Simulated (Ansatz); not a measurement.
# Calcium, hcp under r²SCAN: from relaxation to bulk modulus

What does r²SCAN give for calcium in the hcp structure? We relax it, solve it on a dense k-mesh, switch on spin-orbit coupling, then scale the cell to 7 volumes from 88 to 112 % of the relaxed one and try a fit of the equation of state. The k-meshes are 9×9×5 for the relaxation; 15×15×8 for the dense run; 9×9×5 for spin-orbit coupling; 10×10×6 for the volumes.

This is Ca in the hcp structure; at room conditions it is fcc.

Program: Ansatz 0.2.0. Level of theory: DFT r2SCAN, plane waves (500 eV) with PAW, scalar-relativistic; PAW files made under PBE, frozen cores solved again for the functional. These are calculated values, not measurements.

## Step 1: The system as given

It takes space group P6_3/mmc (No. 194, hexagonal). The conventional cell has a = 3.952 Å, b = 3.952 Å, c = 6.453 Å, α = 90.00°, β = 90.00°, γ = 120.00°. Around Ca (site symmetry -6m2) lie 12 Ca at 3.95 Å.

As a file:

```
CELL_PARAMETERS angstrom
3.95159 0.00000 0.00000
-1.97580 3.42218 0.00000
0.00000 0.00000 6.45295
ATOMIC_POSITIONS crystal
Ca 0.33333 0.66667 0.25000
Ca 0.66667 0.33333 0.75000
```

## Step 2: Relaxation of the cell

Contents of input.yaml:

```yaml
crystal:
  lattice:
    - [3.9515900202, 0.0, 0.0]
    - [-1.9757950101, 3.4221773429, 0.0]
    - [0.0, 0.0, 6.4529465031]
  atoms:
    - { symbol: Ca, position: [0.3333333333, 0.6666666667, 0.25] }
    - { symbol: Ca, position: [0.6666666667, 0.3333333333, 0.75] }
hamiltonian:
  xc: r2scan
  pseudopotentials:
    kind: paw
    azcp:
      Ca: "pseudopotentials/Ca.paw.azcp"
basis:
  ecutwfc: 500
  fft_grid_basis: typed
kpoints:
  mp_grid: { grid: [9, 9, 5], shift: [0, 0, 0] }
magnetization:
  spin_polarized: false
scf:
  occupations: { method: fermi_dirac, width: 0.1 }
relax:
  max_steps: 60
  f_tol: 0.01
  cell: {}
```

Command:

```
ansatz run input.yaml --threads 1 --pin off --max-ram 3584MiB --backend cpu --events-out ev --progress --plain --runs-dir out
```

The runs that follow: Dense single point; With spin-orbit coupling; The cell scaled to 88 % of its volume; The cell scaled to 92 % of its volume; The cell scaled to 96 % of its volume; The cell scaled to 100 % of its volume; The cell scaled to 104 % of its volume; The cell scaled to 108 % of its volume; The cell scaled to 112 % of its volume.

What does the calculation give? Wanted: space group; conventional cell; volume; shortest distance; gap on the mesh; relative to fcc; V₀, B₀, B₀′.

As calculated:

| quantity | value |
| --- | --- |
| space group (spins left aside) | P6_3/mmc (No. 194) |
| conventional cell | a = 3.936 Å, c = 6.474 Å (c/a = 1.645) |
| volume | 43.442 Å³/atom |
| shortest distance | 3.936 Å |
| gap on the mesh | none (levels filled in part) |
| relative to fcc | +8 meV/atom |
| V₀, B₀, B₀′ | 43.437 Å³/atom, 17.8 GPa, 3.2 |

What this shows: From the guessed start the volume shrank by 0.4 % in 4 steps. Against the reference form of calcium (fcc, computed apart with the same settings) it stands 8 meV/atom higher. No gap shows: it is a metal or semimetal at this level. Totals with and without spin-orbit coupling (+0.58 eV/atom apart) can't be read as binding, since the two-component data shift the zero of energy. The fitted modulus is 17.8 GPa, a soft solid; letting shape and positions relax at each volume could only lower it. Relaxation kept the symmetry; phonons were not checked.
